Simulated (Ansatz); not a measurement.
# Nb: the cost of one run

Program: Ansatz 0.2.0. Level of theory: DFT LDA, scalar-relativistic. These are calculated values, not measurements.

## 1. The system as given

It takes space group Fm-3m (No. 225, cubic). Conventional cell: a = 4.230 Å, b = 4.230 Å, c = 4.230 Å, α = 90.00°, β = 90.00°, γ = 90.00°. Nb (site symmetry m-3m) is surrounded by 12 Nb at 2.99 Å.

Coordinates:

```
Nb
1.0
     0.00000    2.11500    2.11500
     2.11500    0.00000    2.11500
     2.11500    2.11500    0.00000
Nb
1
Direct
  0.00000 0.00000 0.00000
```

## 2. After the deformation

Space group Fm-3m before, I4/mmm after.

## 3. Full-potential LAPW

File input.yaml:

```yaml
crystal:
  lattice:
    - [0.0, 2.115, 2.0727]
    - [2.115, 0.0, 2.0727]
    - [2.115, 2.115, 0.0]
  atoms:
    - { symbol: Nb, position: [0.0, 0.0, 0.0] }
kpoints:
  mp_grid: { grid: [13, 13, 13] }
  band_path:
    path:
      - [0.0, 0.0, 0.0]
      - [0.0, 0.5, 0.5]
      - [0.25, 0.75, 0.5]
      - [0.0, 0.5, 0.0]
      - [0.0, 0.0, 0.0]
      - [0.5, 0.5, 0.0]
      - [0.3801541025, 0.6198458975, 0.0]
      - [-0.3801541025, 0.3801541025, 0.0]
      - [0.0, 0.0, 0.0]
    npoints: 5
scf:
  occupations: { method: fermi_dirac, width: 0.03 }
hamiltonian:
  xc: lda
  pseudopotentials: { kind: all_electron, lapw: { basis_error: 0.0005 } }
output:
  forces: true
  stress: true
  eigenvalues: true
```

On the command line:

```
> ansatz run input.yaml --threads 1 --pin off --max-ram 3072MiB --backend cpu --events-out ev --progress --plain --runs-dir out
```

Q: Estimate wall time and peak memory on 1 thread of Intel Xeon Platinum 8488C (Sapphire Rapids), shared host.

About 13 s, with a peak of 0.41 GiB.
